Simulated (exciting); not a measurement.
# HfB (Fm-3m) in exciting: equation of state

Aim: energy against volume of HfB in PBEsol, for its equilibrium volume and stiffness.

All numbers are computed with exciting (release sodium); they aren't measurements. Logs are shortened: lines on timing, memory, paths and dates and some standing lists are left out, and cuts for length are marked.

### 1 Starting point

The structure is cubic, space group Fm-3m (No. 225). Conventional cell: a = 4.620 Å, b = 4.620 Å, c = 4.620 Å, α = 90.00°, β = 90.00°, γ = 90.00°. Hf (site symmetry m-3m) is surrounded by 6 B at 2.31 Å. B (site symmetry m-3m) has 6 Hf at 2.31 Å as nearest neighbours.

### 2 Equation of state, PBEsol, 11.59 Å³/atom (volume scaled by 0.94)

input.xml

```xml
<input>
  <title>HfB</title>
  <structure speciespath="./" tshift="false">
    <crystal scale="1">
      <basevect>0.000000000000 4.276155254756 4.276155254756</basevect>
      <basevect>4.276155254756 0.000000000000 4.276155254756</basevect>
      <basevect>4.276155254756 4.276155254756 0.000000000000</basevect>
    </crystal>
    <species speciesfile="Hf.xml" rmt="2.3">
      <atom coord="0.500000000000 0.500000000000 0.500000000000"/>
    </species>
    <species speciesfile="B.xml" rmt="1.45">
      <atom coord="0.000000000000 0.000000000000 0.000000000000"/>
    </species>
  </structure>
  <groundstate do="fromscratch" ngridk="10 10 10" rgkmax="7" gmaxvr="14" lmaxapw="10" lmaxmat="10" lmaxvr="8" xctype="GGA_PBE_SOL" stype="Fermi Dirac" swidth="0.00183747" nempty="14" ValenceRelativity="iora*" epsengy="1e-05" epspot="1e-05" maxscl="60" outputlevel="normal"/>
</input>
```

Potentials or basis: all-electron LAPW+lo, shipped species files, valence relativity iora*.

Command:

```sh
> OMP_NUM_THREADS=1 exciting_smp
```

INFO.OUT:

```text
================================================================================
EXCITING SODIUM started
All units are atomic (Hartree, Bohr, etc.)
================================================================================

********************************************************************************
* Ground-state run starting from atomic densities                              *
********************************************************************************

++++++++++++++++++++++++++++++++++++++++++++++++++++++++++++++++++++++++++++++++
+ Starting initialization                                                      +
++++++++++++++++++++++++++++++++++++++++++++++++++++++++++++++++++++++++++++++++

 Lattice vectors (cartesian) :
      0.0000000000      4.2761552548      4.2761552548
      4.2761552548      0.0000000000      4.2761552548
      4.2761552548      4.2761552548      0.0000000000

 Reciprocal lattice vectors (cartesian) :
     -0.7346769391      0.7346769391      0.7346769391
      0.7346769391     -0.7346769391      0.7346769391
      0.7346769391      0.7346769391     -0.7346769391

 Unit cell volume                           :     156.3833060021
 Brillouin zone volume                      :       1.5861681134

 Species :    1 (Hf)
     parameters loaded from                 :    Hf.xml
     name                                   :    hafnium
     nuclear charge                         :     -72.00000000
     electronic charge                      :      72.00000000
     atomic mass                            :  325367.36570000
     muffin-tin radius                      :       2.30000000
     # of radial points in muffin-tin       :     450

     atomic positions (lattice) :
       1 :   0.50000000  0.50000000  0.50000000

 Species :    2 (B)
     parameters loaded from                 :    B.xml
     name                                   :    boron
     nuclear charge                         :      -5.00000000
     electronic charge                      :       5.00000000
     atomic mass                            :   19707.24741000
     muffin-tin radius                      :       1.45000000
     # of radial points in muffin-tin       :     250

     atomic positions (lattice) :
       1 :   0.00000000  0.00000000  0.00000000

 Total number of atoms per unit cell        :       2

 Spin treatment                             :    spin-unpolarised

 Number of Bravais lattice symmetries       :      48
 Number of crystal symmetries               :      48

 k-point grid                               :      10   10   10
 Total number of k-points                   :      47
 k-point set is reduced with crystal symmetries

 R^MT_min * |G+k|_max (rgkmax)              :       7.00000000
 Species with R^MT_min                      :       2 (B)
 Maximum |G+k| for APW functions            :       4.82758621
 Maximum |G| for potential and density      :      14.00000000

 G-vector grid sizes                        :      27    27    27
 Total number of G-vectors                  :    7343

 Maximum angular momentum used for
     APW functions                          :      10
     computing H and O matrix elements      :      10
     potential and density                  :       8
     inner part of muffin-tin               :       2

 Total nuclear charge                       :     -77.00000000
 Total electronic charge                    :      77.00000000
 Total core charge                          :      48.00000000
 Total valence charge                       :      29.00000000

 Number of empty states                     :      14
 Total number of valence states             :      29

 Maximum Hamiltonian size                   :     338
 Maximum number of plane-waves              :     307
 Total number of local-orbitals             :      31

 Exchange-correlation type                  :      22
     PBEsol, Phys. Rev. Lett. 100, 136406 (2008)
     Generalised gradient approximation (GGA)

 Smearing scheme                            :    Fermi-Dirac
 Smearing width                             :       0.00183747

 Using multisecant Broyden potential mixing

++++++++++++++++++++++++++++++++++++++++++++++++++++++++++++++++++++++++++++++++
+ Ending initialization                                                        +
++++++++++++++++++++++++++++++++++++++++++++++++++++++++++++++++++++++++++++++++

********************************************************************************
* Groundstate module started                                                   *
********************************************************************************
 Output level for this task is set to normal

++++++++++++++++++++++++++++++++++++++++++++++++++++++++++++++++++++++++++++++++
+ Self-consistent loop started                                                 +
++++++++++++++++++++++++++++++++++++++++++++++++++++++++++++++++++++++++++++++++
 Density and potential initialised from atomic data

++++++++++++++++++++++++++++++++++++++++++++++++++++++++++++++++++++++++++++++++
+ SCF iteration number :    1                                                  +
++++++++++++++++++++++++++++++++++++++++++++++++++++++++++++++++++++++++++++++++
 Total energy                               :    -15097.09995981
 _______________________________________________________________
 Fermi energy                               :         0.41567189
 Kinetic energy                             :     16920.76171575
 Coulomb energy                             :    -31708.78770904
 Exchange energy                            :      -304.00792407
 Correlation energy                         :        -5.06604245

 DOS at Fermi energy (states/Ha/cell)       :        23.25116925

 Electron charges :
     core                                   :        48.00000000
     core leakage                           :         0.00079617
     valence                                :        29.00000000
     interstitial                           :         4.29302771
     charge in muffin-tin spheres :
                  atom     1    Hf          :        69.16726904
                  atom     2     B          :         3.53970325
     total charge in muffin-tins            :        72.70697229
     total charge                           :        77.00000000
[... 238 lines left out ...]
 Electron charges :
     core                                   :        48.00000000
     core leakage                           :         0.00081685
     valence                                :        29.00000000
     interstitial                           :         4.25112813
     charge in muffin-tin spheres :
                  atom     1    Hf          :        69.49030809
                  atom     2     B          :         3.25856379
     total charge in muffin-tins            :        72.74887187
     total charge                           :        77.00000000

 RMS change in effective potential (target) :  0.839992E-01  ( 0.100000E-04)
 Absolute change in total energy   (target) :  0.461903E-01  ( 0.100000E-04)
 Charge distance                   (target) :  0.367037E-03  ( 0.100000E-04)

++++++++++++++++++++++++++++++++++++++++++++++++++++++++++++++++++++++++++++++++
[... 14 further cycles ...]
+ SCF iteration number :   25                                                  +
++++++++++++++++++++++++++++++++++++++++++++++++++++++++++++++++++++++++++++++++
 Total energy                               :    -15118.03049022
 _______________________________________________________________
 Fermi energy                               :         0.44980357
 Kinetic energy                             :     16907.47818144
 Coulomb energy                             :    -31716.07888608
 Exchange energy                            :      -304.35244908
 Correlation energy                         :        -5.07733650

 DOS at Fermi energy (states/Ha/cell)       :        22.94089762

 Electron charges :
     core                                   :        48.00000000
     core leakage                           :         0.00081625
     valence                                :        29.00000000
     interstitial                           :         4.25271514
     charge in muffin-tin spheres :
                  atom     1    Hf          :        69.48408247
                  atom     2     B          :         3.26320240
     total charge in muffin-tins            :        72.74728486
     total charge                           :        77.00000000
[... 242 lines left out ...]
 Electron charges :
     core                                   :        48.00000000
     core leakage                           :         0.00081625
     valence                                :        29.00000000
     interstitial                           :         4.25271713
     charge in muffin-tin spheres :
                  atom     1    Hf          :        69.48407879
                  atom     2     B          :         3.26320408
     total charge in muffin-tins            :        72.74728287
     total charge                           :        77.00000000

 RMS change in effective potential (target) :  0.831342E-06  ( 0.100000E-04)
 Absolute change in total energy   (target) :  0.926630E-06  ( 0.100000E-04)
 Charge distance                   (target) :  0.956984E-09  ( 0.100000E-04)

++++++++++++++++++++++++++++++++++++++++++++++++++++++++++++++++++++++++++++++++
| Convergency criteria checked for the last 2 iterations                       +
| Convergence targets achieved. Performing final SCF iteration                 +
++++++++++++++++++++++++++++++++++++++++++++++++++++++++++++++++++++++++++++++++
 Total energy                               :    -15118.03071824
 _______________________________________________________________
 Fermi energy                               :         0.44980319
 Kinetic energy                             :     16907.47815449
 Coulomb energy                             :    -31716.07908032
 Exchange energy                            :      -304.35245598
 Correlation energy                         :        -5.07733643

 DOS at Fermi energy (states/Ha/cell)       :        22.94160716

 Electron charges :
     core                                   :        48.00000000
     core leakage                           :         0.00081625
     valence                                :        29.00000000
     interstitial                           :         4.25271473
     charge in muffin-tin spheres :
                  atom     1    Hf          :        69.48407828
                  atom     2     B          :         3.26320699
     total charge in muffin-tins            :        72.74728527
     total charge                           :        77.00000000

++++++++++++++++++++++++++++++++++++++++++++++++++++++++++++++++++++++++++++++++
+ Self-consistent loop stopped                                                 +
++++++++++++++++++++++++++++++++++++++++++++++++++++++++++++++++++++++++++++++++
 STATE.OUT is written

********************************************************************************
* Groundstate module stopped                                                   *
********************************************************************************

--------------------------------------------------------------------------------
- CAUTION! Warnings have been written in file WARNING.OUT !                    -
--------------------------------------------------------------------------------
================================================================================
| EXCITING SODIUM stopped                                                      =
================================================================================
```

Run time: 4.3 min. Hardware: 1 thread of Arm Neoverse V1, shared host; peak memory 0.12 GiB.

Results:

```yaml
Free_energy: -411382.5806 eV
Band_gap_on_the_k_mesh: none (metal or under the smearing width)
All_electrons_inside_the_program's_atomic_spheres: Hf 69.48; B 3.26 (radii Hf 2.3, B 1.45 bohr)
```

Caveat: the log's total energy holds no entropy term; the free energy is that total less TS from the occupations.

### 3 Equation of state, PBEsol, 11.83 Å³/atom (volume scaled by 0.96)

input.xml: that of step 2 with these lines changed.

```diff
@@ -4,5 +4,5 @@
     <crystal scale="1">
-      <basevect>0.000000000000 4.276155254756 4.276155254756</basevect>
-      <basevect>4.276155254756 0.000000000000 4.276155254756</basevect>
-      <basevect>4.276155254756 4.276155254756 0.000000000000</basevect>
+      <basevect>0.000000000000 4.306270016450 4.306270016450</basevect>
+      <basevect>4.306270016450 0.000000000000 4.306270016450</basevect>
+      <basevect>4.306270016450 4.306270016450 0.000000000000</basevect>
     </crystal>
```

Potentials or basis: all-electron LAPW+lo, shipped species files, valence relativity iora*.

Command:

```sh
> OMP_NUM_THREADS=1 exciting_smp
```

Run time: 3.6 min. Hardware: 1 thread of Arm Neoverse V1, shared host; peak memory 0.13 GiB.

It converged, with:

```
Free energy                                       : -411382.6982 eV
Band gap on the k mesh                            : none (metal or under the smearing width)
All electrons inside the program's atomic spheres : Hf 69.45; B 3.25 (radii Hf 2.3, B 1.45 bohr)
```

Caveat: the log's total energy holds no entropy term; the free energy is that total less TS from the occupations.

### 4 Equation of state, PBEsol, 12.08 Å³/atom (volume scaled by 0.98)

input.xml: that of step 3 with these lines changed.

```diff
@@ -4,5 +4,5 @@
     <crystal scale="1">
-      <basevect>0.000000000000 4.306270016450 4.306270016450</basevect>
-      <basevect>4.306270016450 0.000000000000 4.306270016450</basevect>
-      <basevect>4.306270016450 4.306270016450 0.000000000000</basevect>
+      <basevect>0.000000000000 4.335969368909 4.335969368909</basevect>
+      <basevect>4.335969368909 0.000000000000 4.335969368909</basevect>
+      <basevect>4.335969368909 4.335969368909 0.000000000000</basevect>
     </crystal>
```

Command:

```sh
> OMP_NUM_THREADS=1 exciting_smp
```

Wall time 3.5 min (1 thread of Arm Neoverse V1, shared host); peak memory 0.13 GiB.

Results (log left out):

| Quantity | Value |
| --- | --- |
| Free energy | -411382.7962 eV |
| Band gap on the k mesh | none (metal or under the smearing width) |
| All electrons inside the program's atomic spheres | Hf 69.42; B 3.24 (radii Hf 2.3, B 1.45 bohr) |

Caveat: the log's total energy holds no entropy term; the free energy is that total less TS from the occupations.

### 5 Equation of state, PBEsol, 12.33 Å³/atom

input.xml: that of step 4 with these lines changed.

```diff
@@ -4,5 +4,5 @@
     <crystal scale="1">
-      <basevect>0.000000000000 4.335969368909 4.335969368909</basevect>
-      <basevect>4.335969368909 0.000000000000 4.335969368909</basevect>
-      <basevect>4.335969368909 4.335969368909 0.000000000000</basevect>
+      <basevect>0.000000000000 4.365267347886 4.365267347886</basevect>
+      <basevect>4.365267347886 0.000000000000 4.365267347886</basevect>
+      <basevect>4.365267347886 4.365267347886 0.000000000000</basevect>
     </crystal>
```

Command:

```sh
> OMP_NUM_THREADS=1 exciting_smp
```

Wall time 4 min (1 thread of Arm Neoverse V1, shared host); peak memory 0.13 GiB.

The run converged. Its results:

| Item | Value |
| --- | --- |
| Free energy | -411382.8764 eV |
| Band gap on the k mesh | none (metal or under the smearing width) |
| All electrons inside the program's atomic spheres | Hf 69.38; B 3.22 (radii Hf 2.3, B 1.45 bohr) |

Caveat: the log's total energy holds no entropy term; the free energy is that total less TS from the occupations.

### 6 Equation of state, PBEsol, 12.57 Å³/atom (volume scaled by 1.02)

input.xml: that of step 5 with these lines changed.

```diff
@@ -4,5 +4,5 @@
     <crystal scale="1">
-      <basevect>0.000000000000 4.365267347886 4.365267347886</basevect>
-      <basevect>4.365267347886 0.000000000000 4.365267347886</basevect>
-      <basevect>4.365267347886 4.365267347886 0.000000000000</basevect>
+      <basevect>0.000000000000 4.394177245713 4.394177245713</basevect>
+      <basevect>4.394177245713 0.000000000000 4.394177245713</basevect>
+      <basevect>4.394177245713 4.394177245713 0.000000000000</basevect>
     </crystal>
```

Potentials or basis: all-electron LAPW+lo, shipped species files, valence relativity iora*.

Command:

```sh
> OMP_NUM_THREADS=1 exciting_smp
```

Wall time 4.7 min (1 thread of Arm Neoverse V1, shared host); peak memory 0.13 GiB.

The run converged. Its results:

```
Free energy                                       : -411382.9405 eV
Band gap on the k mesh                            : none (metal or under the smearing width)
All electrons inside the program's atomic spheres : Hf 69.35; B 3.21 (radii Hf 2.3, B 1.45 bohr)
```

Caveat: the log's total energy holds no entropy term; the free energy is that total less TS from the occupations.

### 7 Equation of state, PBEsol, 12.82 Å³/atom (volume scaled by 1.04)

input.xml: that of step 6 with these lines changed.

```diff
@@ -4,5 +4,5 @@
     <crystal scale="1">
-      <basevect>0.000000000000 4.394177245713 4.394177245713</basevect>
-      <basevect>4.394177245713 0.000000000000 4.394177245713</basevect>
-      <basevect>4.394177245713 4.394177245713 0.000000000000</basevect>
+      <basevect>0.000000000000 4.422711663653 4.422711663653</basevect>
+      <basevect>4.422711663653 0.000000000000 4.422711663653</basevect>
+      <basevect>4.422711663653 4.422711663653 0.000000000000</basevect>
     </crystal>
```

Command:

```sh
> OMP_NUM_THREADS=1 exciting_smp
```

It took 5.2 min on 1 thread of Arm Neoverse V1, shared host; peak memory 0.13 GiB.

The run converged. Its results:

```yaml
Free_energy: -411382.9898 eV
Band_gap_on_the_k_mesh: none (metal or under the smearing width)
All_electrons_inside_the_program's_atomic_spheres: Hf 69.33; B 3.20 (radii Hf 2.3, B 1.45 bohr)
```

Caveat: the log's total energy holds no entropy term; the free energy is that total less TS from the occupations.

### 8 Equation of state, PBEsol, 13.07 Å³/atom (volume scaled by 1.06)

input.xml: that of step 7 with these lines changed.

```diff
@@ -4,5 +4,5 @@
     <crystal scale="1">
-      <basevect>0.000000000000 4.422711663653 4.422711663653</basevect>
-      <basevect>4.422711663653 0.000000000000 4.422711663653</basevect>
-      <basevect>4.422711663653 4.422711663653 0.000000000000</basevect>
+      <basevect>0.000000000000 4.450882561214 4.450882561214</basevect>
+      <basevect>4.450882561214 0.000000000000 4.450882561214</basevect>
+      <basevect>4.450882561214 4.450882561214 0.000000000000</basevect>
     </crystal>
```

Command:

```sh
> OMP_NUM_THREADS=1 exciting_smp
```

Run time: 4.7 min. Hardware: 1 thread of Arm Neoverse V1, shared host; peak memory 0.13 GiB.

It converged, with:

- Free energy: -411383.0255 eV
- Band gap on the k mesh: none (metal or under the smearing width)
- All electrons inside the program's atomic spheres: Hf 69.30; B 3.19 (radii Hf 2.3, B 1.45 bohr)

Caveat: the log's total energy holds no entropy term; the free energy is that total less TS from the occupations.

### 9 Equation of state, PBEsol

Potentials or basis: all-electron LAPW+lo, shipped species files, valence relativity iora*.

This step only gathers the single runs of the series.

What came out:

```
Equilibrium volume : outside the volumes run
```

Energy against volume, from the lowest point:
```tsv
volume (Å³/atom)	energy (meV/atom)
11.587	222.49
11.833	163.64
12.080	114.67
12.326	74.58
12.573	42.53
12.819	17.89
13.066	0.00
```

Caveat: the minimum lies outside the volumes run. Spin-orbit coupling is left out, which matters for the levels of Hf.
